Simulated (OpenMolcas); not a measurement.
**A workflow on BH3O3 (boric acid)**

We compute a single-point energy (UHF/def2-SVPD), then the energy (CASSCF(2,2)/def2-SVPD), then a single-point energy (CASPT2(2,2)/def2-SVPD), then the energy, then the energy (SC-NEVPT2(2,2)/def2-SVPD) of BH3O3 (boric acid). 

Program for the calculation: OpenMolcas 26.06.

### 1 Starting point

BH3O3 has 7 atoms, charge 0, and is taken as a singlet. SMILES: `OB(O)O`. The B2–O4 distance was set to 3.028 Å, away from the relaxed value. At this shape a bond of the SMILES string is far longer than usual.

Bond lengths: O1–B2 1.367 Å, B2–O3 1.360 Å, O1–H5 0.957 Å, O3–H6 0.959 Å, O4–H7 0.957 Å. Angles: O1–B2–O3 116.5°, B2–O1–H5 115.3°, B2–O3–H6 111.6°.

### 2 A single-point energy at UHF/def2-SVPD (RICD fitting) (run 1)

Input file step1.inp:

```
&GATEWAY
BasLib
$CurrDir
Coord
7
bohr
O     -3.48686406     2.36592388     3.27073609
B     -1.41288964     0.83637955     3.09461361
O     -0.44270425    -0.03761878     5.30823879
O      1.13515848    -0.72055257    -1.78654708
H     -4.14392184     2.96307734     1.69583833
H      1.00407007    -1.09378671     5.03309467
H      0.39778735    -0.06746322    -3.30380818
Basis
def2-SVPD
Group
NoSym
RICD
&SEWARD
&SCF
UHF
Scramble
0.25
PrOrbitals
1 1
```

The basis set def2-SVPD is read from a file made from the Basis Set Exchange's data (not shown).

Launch:

```console
$ export MOLCAS_MEM=1860
$ pymolcas step1.inp > step1.log
```

The log of the run, shortened:

```text
--- Start Module: gateway ---
[...]
--- Stop Module: gateway /rc=_RC_ALL_IS_WELL_ ---
--- Start Module: seward ---
[...]
      Basis functions          113
--- Stop Module: seward /rc=_RC_ALL_IS_WELL_ ---
--- Start Module: scf ---
[...]
       Convergence after  34 Iterations
[...]
::    Total SCF energy                               -250.8330577908
[...]
      Total spin, S                                     0.6033770534
[...]
      Total electronic charge=   32.000000
      Total            charge=   -0.000000
[...]
      Dipole Moment (debye):
      Origin of the operator (angstrom)=   -0.5377    0.3135    1.2472
                   X=  1.9221E-01               Y=  8.4314E-02               Z= -3.2848E+00           Total=  3.2915E+00
      Quadrupole Moment (debye*angstrom):
[...]
--- Stop Module: scf /rc=_RC_ALL_IS_WELL_ ---
[...]
```

Run time: 6.9 s. Hardware: 1 thread of Intel Xeon 6975P-C (Granite Rapids), shared host; peak memory 0.085 GiB.

### 3 A single-point energy at CASSCF(2,2)/def2-SVPD (RICD fitting) (run 2)

Input file step2.inp:

```
* BH3O3 CASSCF

&GATEWAY
  BASLIB=$CurrDir
  COORD
  7
  bohr
  O     -3.48686406     2.36592388     3.27073609
  B     -1.41288964     0.83637955     3.09461361
  O     -0.44270425    -0.03761878     5.30823879
  O      1.13515848    -0.72055257    -1.78654708
  H     -4.14392184     2.96307734     1.69583833
  H      1.00407007    -1.09378671     5.03309467
  H      0.39778735    -0.06746322    -3.30380818
  BASIS=def2-SVPD
  GROUP=NoSym
  RICD

&SEWARD

&RASSCF
  FILEORB=$CurrDir/step1.UnaOrb
  SPIN=1
  NACTEL=2 0 0
  INACTIVE=15
  RAS2=2
  ORBLISTING=Nothing
  ORBAPPEAR=Compact
```

The basis set def2-SVPD is read from a file made from the Basis Set Exchange's data (not shown).

Launch:

```console
$ export MOLCAS_MEM=1860
$ pymolcas step2.inp > step2.log
```

The log of the run, shortened:

```text
--- Start Module: gateway ---
[...]
--- Stop Module: gateway /rc=_RC_ALL_IS_WELL_ ---
--- Start Module: seward ---
[...]
      Basis functions          113
--- Stop Module: seward /rc=_RC_ALL_IS_WELL_ ---
--- Start Module: rasscf ---
[...]
      Number of active orbitals                  2
[...]
      Spin quantum number                      0.0
[...]
      Active orbitals                            2
[...]
      Number of CSFs                             3
[...]
      Number of root(s) required                 1
[...]
      Convergence after 12 iterations
[...]
      printout of CI-coefficients larger than  0.05 for root  1
      energy=    -250.835520
      conf/sym  11     Coeff  Weight
             1  20  -0.84750 0.71826
             3  02   0.53079 0.28174
      Natural orbitals and occupation numbers for root  1
      sym 1:   1.436519   0.563481
      ************************************************************************************************************************
      *                                                    Final results                                                     *
[...]
::    RASSCF root number  1 Total energy:   -250.83552045
[...]
      Total electronic charge=   32.000000
      Total            charge=   -0.000000
[...]
      Dipole Moment (debye):
      Origin of the operator (angstrom)=   -0.5377    0.3135    1.2472
                   X= -3.5012E-02               Y=  2.1658E-01               Z= -2.7537E+00           Total=  2.7624E+00
      Quadrupole Moment (debye*angstrom):
[...]
--- Stop Module: rasscf /rc=_RC_ALL_IS_WELL_ ---
[...]
```

It took 3.9 s on 1 thread of Intel Xeon 6975P-C (Granite Rapids), shared host; peak memory 0.09 GiB.

### 4 A single-point energy at CASPT2(2,2)/def2-SVPD (RICD fitting) (run 3)

Input file step3.inp:

```
* BH3O3 CASPT2
>>> EXPORT MOLCAS_PRINT=2

&GATEWAY
  BasLib=$CurrDir
  Coord
  7
  bohr
  O     -3.48686406     2.36592388     3.27073609
  B     -1.41288964     0.83637955     3.09461361
  O     -0.44270425    -0.03761878     5.30823879
  O      1.13515848    -0.72055257    -1.78654708
  H     -4.14392184     2.96307734     1.69583833
  H      1.00407007    -1.09378671     5.03309467
  H      0.39778735    -0.06746322    -3.30380818
  Basis=def2-SVPD
  Group=NoSym
  RICD

&SEWARD

&RASSCF
  FileOrb=$CurrDir/step2.RasOrb
  Spin=1
  Nactel=2 0 0
  Inactive=15
  Ras2=2
  OrbListing=Nothing
  OrbAppear=Compact

&CASPT2
  IPEA=0.25
  Imaginary=0.1
  Frozen=4
```

The basis set def2-SVPD is read from a file made from the Basis Set Exchange's data (not shown).

Launch:

```console
$ export MOLCAS_MEM=1860
$ pymolcas step3.inp > step3.log
```

The log of the run, shortened:

```text
--- Start Module: gateway ---
[...]
--- Stop Module: gateway /rc=_RC_ALL_IS_WELL_ ---
[...]
      Basis functions          113
[...]
--- Start Module: rasscf ---
[...]
      Number of active orbitals                  2
[...]
      Spin quantum number                      0.0
[...]
      Active orbitals                            2
[...]
      Number of CSFs                             3
[...]
      Number of root(s) required                 1
[...]
      Convergence after  4 iterations
[...]
      printout of CI-coefficients larger than  0.05 for root  1
      energy=    -250.835520
      conf/sym  11     Coeff  Weight
             1  20  -0.84750 0.71826
             3  02   0.53079 0.28174
      Natural orbitals and occupation numbers for root  1
      sym 1:   1.436519   0.563481
      ************************************************************************************************************************
      *                                                    Final results                                                     *
[...]
::    RASSCF root number  1 Total energy:   -250.83552045
[...]
      Total electronic charge=   32.000000
      Total            charge=   -0.000000
[...]
      Dipole Moment (debye):
      Origin of the operator (angstrom)=   -0.5377    0.3135    1.2472
                   X= -3.5010E-02               Y=  2.1658E-01               Z= -2.7537E+00           Total=  2.7624E+00
      Quadrupole Moment (debye*angstrom):
[...]
--- Stop Module: rasscf /rc=_RC_ALL_IS_WELL_ ---
[...]
--- Start Module: caspt2 ---
[...]
 ###    WARNING: User changed nr of frozen orbitals.                         ###
 ###############################################################################
[...]
      E2 (Variational):          -0.6331083404
      Total energy:            -251.4686287892
[...]
      Reference weight:           0.84878
[...]
::    CASPT2 Root  1     Total energy:   -251.46862879
[...]
--- Stop Module: caspt2 /rc=_RC_ALL_IS_WELL_ ---
[...]
```

It took 3.9 s on 1 thread of Intel Xeon 6975P-C (Granite Rapids), shared host; peak memory 0.11 GiB.

### 5 The energy at CASPT2[IPEA 0](2,2)/def2-SVPD (RICD fitting) (run 4)

Input file step4.input:

```
* BH3O3 CASPT2
>>> EXPORT MOLCAS_PRINT=2

&GATEWAY
 BasLib=$CurrDir
 Coord
 7
 bohr
 O     -3.48686406     2.36592388     3.27073609
 B     -1.41288964     0.83637955     3.09461361
 O     -0.44270425    -0.03761878     5.30823879
 O      1.13515848    -0.72055257    -1.78654708
 H     -4.14392184     2.96307734     1.69583833
 H      1.00407007    -1.09378671     5.03309467
 H      0.39778735    -0.06746322    -3.30380818
 Basis=def2-SVPD
 Group=NoSym
 RICD

&SEWARD

&RASSCF
 FileOrb=$CurrDir/step2.RasOrb
 Spin=1
 Nactel=2 0 0
 Inactive=15
 Ras2=2
 OrbListing=Nothing
 OrbAppear=Compact

&CASPT2
 IPEA=0
 Imaginary=0.1
 Frozen=4
```

The basis set def2-SVPD is read from a file made from the Basis Set Exchange's data (not shown).

Launch:

```console
$ export MOLCAS_MEM=1860
$ pymolcas step4.input > step4.log
```

The log of the run, shortened:

```text
--- Start Module: gateway ---
[...]
--- Stop Module: gateway /rc=_RC_ALL_IS_WELL_ ---
[...]
      Basis functions          113
[...]
--- Start Module: rasscf ---
[...]
      Number of active orbitals                  2
[...]
      Spin quantum number                      0.0
[...]
      Active orbitals                            2
[...]
      Number of CSFs                             3
[...]
      Number of root(s) required                 1
[...]
      Convergence after  4 iterations
[...]
      printout of CI-coefficients larger than  0.05 for root  1
      energy=    -250.835520
      conf/sym  11     Coeff  Weight
             1  20  -0.84750 0.71826
             3  02   0.53079 0.28174
      Natural orbitals and occupation numbers for root  1
      sym 1:   1.436519   0.563481
      ************************************************************************************************************************
      *                                                    Final results                                                     *
[...]
::    RASSCF root number  1 Total energy:   -250.83552045
[...]
      Total electronic charge=   32.000000
      Total            charge=   -0.000000
[...]
      Dipole Moment (debye):
      Origin of the operator (angstrom)=   -0.5377    0.3135    1.2472
                   X= -3.5010E-02               Y=  2.1658E-01               Z= -2.7537E+00           Total=  2.7624E+00
      Quadrupole Moment (debye*angstrom):
[...]
--- Stop Module: rasscf /rc=_RC_ALL_IS_WELL_ ---
[...]
--- Start Module: caspt2 ---
[...]
 ###    WARNING: User changed nr of frozen orbitals.                         ###
 ###############################################################################
[...]
      E2 (Variational):          -0.6374211048
      Total energy:            -251.4729415536
[...]
      Reference weight:           0.84561
[...]
::    CASPT2 Root  1     Total energy:   -251.47294155
[...]
--- Stop Module: caspt2 /rc=_RC_ALL_IS_WELL_ ---
[...]
```

Wall time 3.9 s (1 thread of Intel Xeon 6975P-C (Granite Rapids), shared host); peak memory 0.11 GiB.

### 6 A single-point energy at SC-NEVPT2(2,2)/def2-SVPD (RICD fitting) (run 5)

Input file step5.input:

```
&gateway
  baslib
  $CurrDir
  coord
  7
  bohr
  O     -3.48686406     2.36592388     3.27073609
  B     -1.41288964     0.83637955     3.09461361
  O     -0.44270425    -0.03761878     5.30823879
  O      1.13515848    -0.72055257    -1.78654708
  H     -4.14392184     2.96307734     1.69583833
  H      1.00407007    -1.09378671     5.03309467
  H      0.39778735    -0.06746322    -3.30380818
  basis
  def2-SVPD
  group
  NoSym
  ricd

&seward

&rasscf
  fileorb
  $CurrDir/step2.RasOrb
  spin
  1
  nactel
  2 0 0
  inactive
  15
  ras2
  2
  orblisting
  Nothing
  orbappear
  Compact

&caspt2
  sc-nevpt2
  frozen
  4
```

The basis set def2-SVPD is read from a file made from the Basis Set Exchange's data (not shown).

Launch:

```console
$ export MOLCAS_MEM=1860
$ pymolcas step5.input > step5.log
```

The log of the run, shortened:

```text
--- Start Module: gateway ---
[...]
--- Stop Module: gateway /rc=_RC_ALL_IS_WELL_ ---
[...]
      Basis functions          113
[...]
--- Start Module: rasscf ---
[...]
      Number of active orbitals                  2
[...]
      Spin quantum number                      0.0
[...]
      Active orbitals                            2
[...]
      Number of CSFs                             3
[...]
      Number of root(s) required                 1
[...]
      Convergence after  4 iterations
[...]
      printout of CI-coefficients larger than  0.05 for root  1
      energy=    -250.835520
      conf/sym  11     Coeff  Weight
             1  20  -0.84750 0.71826
             3  02   0.53079 0.28174
      Natural orbitals and occupation numbers for root  1
      sym 1:   1.436519   0.563481
      ************************************************************************************************************************
      *                                                    Final results                                                     *
[...]
::    RASSCF root number  1 Total energy:   -250.83552045
[...]
      Total electronic charge=   32.000000
      Total            charge=   -0.000000
[...]
      Dipole Moment (debye):
      Origin of the operator (angstrom)=   -0.5377    0.3135    1.2472
                   X= -3.5010E-02               Y=  2.1658E-01               Z= -2.7537E+00           Total=  2.7624E+00
      Quadrupole Moment (debye*angstrom):
[...]
--- Stop Module: rasscf /rc=_RC_ALL_IS_WELL_ ---
[...]
--- Start Module: caspt2 ---
[...]
 ###    WARNING: User changed nr of frozen orbitals.                         ###
 ###############################################################################
[...]
      E2 (Variational):          -0.6280097593
[...]
      E2 (Variational):          -0.6278514858
      Total energy:            -251.4633719346
[...]
      Reference weight:           0.85173
[...]
::    SC-NEVPT2 Root  1     Total energy:   -251.46337193
[...]
--- Stop Module: caspt2 /rc=_RC_ALL_IS_WELL_ ---
[...]
```

Run time: 3.6 s. Hardware: 1 thread of Intel Xeon 6975P-C (Granite Rapids), shared host; peak memory 0.11 GiB.

### 7 What came out

```
                                                            quantity          value
                                  run 1, UHF/def2-SVPD: total energy  -250.83306 Eh
                                 run 1, UHF/def2-SVPD: dipole moment         3.29 D
                                   run 1, UHF/def2-SVPD: HOMO energy       -9.64 eV
                                   run 1, UHF/def2-SVPD: LUMO energy        1.28 eV
                                 run 1, UHF/def2-SVPD: HOMO–LUMO gap       10.92 eV
                                          run 1, UHF/def2-SVPD: ⟨S²⟩          0.967
                          run 2, CASSCF(2,2)/def2-SVPD: total energy  -250.83552 Eh
        run 2, CASSCF(2,2)/def2-SVPD: dipole moment (CASSCF density)         2.76 D
                          run 3, CASPT2(2,2)/def2-SVPD: total energy  -251.46863 Eh
        run 3, CASPT2(2,2)/def2-SVPD: dipole moment (CASSCF density)         2.76 D
                  run 4, CASPT2[IPEA 0](2,2)/def2-SVPD: total energy  -251.47294 Eh
run 4, CASPT2[IPEA 0](2,2)/def2-SVPD: dipole moment (CASSCF density)         2.76 D
                       run 5, SC-NEVPT2(2,2)/def2-SVPD: total energy  -251.46337 Eh
     run 5, SC-NEVPT2(2,2)/def2-SVPD: dipole moment (CASSCF density)         2.76 D
```

What this shows: ⟨S²⟩ (run 1, UHF/def2-SVPD) is 0.97 where a pure singlet has 0.00: the reference is spin-contaminated. Mulliken charges (run 2, CASSCF(2,2)/def2-SVPD) run from -0.63 on O1 to +0.81 on B2; in a basis this large or diffuse they mean little. Mulliken charges (run 3, CASPT2(2,2)/def2-SVPD) of the CASSCF density run from -0.63 on O1 to +0.81 on B2; in a basis this large or diffuse they mean little. Mulliken charges (run 5, SC-NEVPT2(2,2)/def2-SVPD) of the CASSCF density run from -0.63 on O1 to +0.81 on B2; in a basis this large or diffuse they mean little.
